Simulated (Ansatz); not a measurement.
SrMg₃, space group Pm-3m, a relaxation followed by a look at the electronic structure

Run with the Python package of Ansatz (0.2.0).

`pipeline_srmg3.py`
```python
"""Relax SrMg3, then bands and states at the relaxed cell."""

import warnings

import ansatz as az
import numpy as np

XC = "r2scan"
FILLING = "Gaussian"
SIGMA = 0.1


def count_gap(report):
    # lowest empty less highest filled band, counting bands; zero where they overlap
    return max(report.get("gap_by_band_count_ev") or 0.0, 0.0)


def setup_for(crystal, spacing):
    return (
        crystal.calculation()
        .functional(XC)
        .occupations(FILLING, width=SIGMA)  # fractional filling near the Fermi level
        .kpoints(spacing=spacing)  # sampling of the Brillouin zone
    )

warnings.simplefilter("ignore", az.DeckWarning)

crystal = (
    az.Lattice.of((4.942526, 0.0, 0.0), (0.0, 4.942526, 0.0), (0.0, 0.0, 4.942526))
    .atom("Sr", (0.0, 0.0, 0.0))
    .atom("Mg", (0.5, 0.5, 0.0))
    .atom("Mg", (0.5, 0.0, 0.5))
    .atom("Mg", (0.0, 0.5, 0.5))
)

relaxed = setup_for(crystal, 0.34).relax(cell=True, force_tolerance=0.02, max_steps=40).checkpoint(write="relax.run").run(threads=1)
cell = np.asarray(relaxed.lattice.cell_ang)
print("relaxed edges (A):", np.linalg.norm(cell, axis=1).round(4), " volume:", round(abs(np.linalg.det(cell)), 3), "A^3")
for site in relaxed.lattice.sites:
    print(" ", site.symbol, np.round(site.position_frac, 4) + 0.0)

final = az.Crystal.from_checkpoint("relax.run")
res = setup_for(final, 0.26).functional("pbesol").stress().band_table().density_of_states(energy_step=0.05).run(threads=1)
rep = res.report
dos = res.density_of_states()
print(f"pressure at the relaxed cell {np.trace(rep['stress_gpa']) / 3:.3f} GPa, gap by band count {count_gap(rep):.3f} eV")
if count_gap(rep) == 0:
    print("states/eV at the Fermi level:", round(float(np.interp(dos.fermi_ev, dos.energies_ev, dos.spin_summed_g_bin_mean_per_ev)), 3))
```

```console
$ python pipeline_srmg3.py
relaxed edges (A): [4.9425 4.9425 4.9425]  volume: 120.739 A^3
  Sr [0. 0. 0.]
  Mg [0.5 0.5 0. ]
  Mg [0.5 0.  0.5]
  Mg [0.  0.5 0.5]
pressure at the relaxed cell -0.675 GPa, gap by band count 0.000 eV
states/eV at the Fermi level: 3.006
```

Only differences from the Fermi energy are physical; the zero of the scale is a convention. A gap by band count of zero or less means overlapping bands, a metal. The structure comes from a database of computed cells and needn't be a stable or known phase. Gaps and levels are Kohn-Sham values on a finite set of k-points, without spin-orbit coupling. Where the second run takes another functional or mesh than the relaxation, its pressure isn't zero; pressure is positive in compression. The computed bands are complete only to about 2.0 eV above the Fermi level; beyond that the density of states is undercounted. The whole script took 12 s on 1 thread of Intel(R) Xeon(R) Processor @ 2.30GHz, with other jobs on the host, peak memory 0.87 GiB.
